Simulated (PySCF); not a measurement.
Crystal: BCNH2, in a box.

```
B C N H
1.0
    11.00000    0.00000    0.00000
     0.00000   13.00000    0.00000
     0.00000    0.00000   12.00000
B C N H
1 1 1 2
Direct
  0.47934 0.53578 0.48498
  0.53133 0.44824 0.55437
  0.57076 0.38186 0.60699
  0.43160 0.51625 0.39868
  0.48782 0.62137 0.51892
```

Base run:

```yaml
Program: PySCF 2.14.0
Functional: TM
Potentials_or_basis: pob-tzvp-rev2 (all-electron)
k_mesh: 1 × 1 × 1
Occupations: fixed
Spin: no spin polarisation
```

Its results: gap between the frontier levels 4.52 eV.

Question: The run is repeated on the same cell with these changes: functional from TM to wB97X. What comes out?

Answer: Gap between the frontier levels 11.72 eV.

wB97X gives the wider gap, since exact exchange removes part of the self-interaction.

Caveats: this is a molecule in a periodic box at the Γ point, so its band gap is the HOMO-LUMO gap; the basis of atomic orbitals isn't converged, which shifts pressures, moduli and gaps; this basis is made for solids and lacks diffuse functions, so gaps of a molecule come out too wide by an eV or more.

A k mesh can miss the band edges.

Not every run made on this cell is shown here.
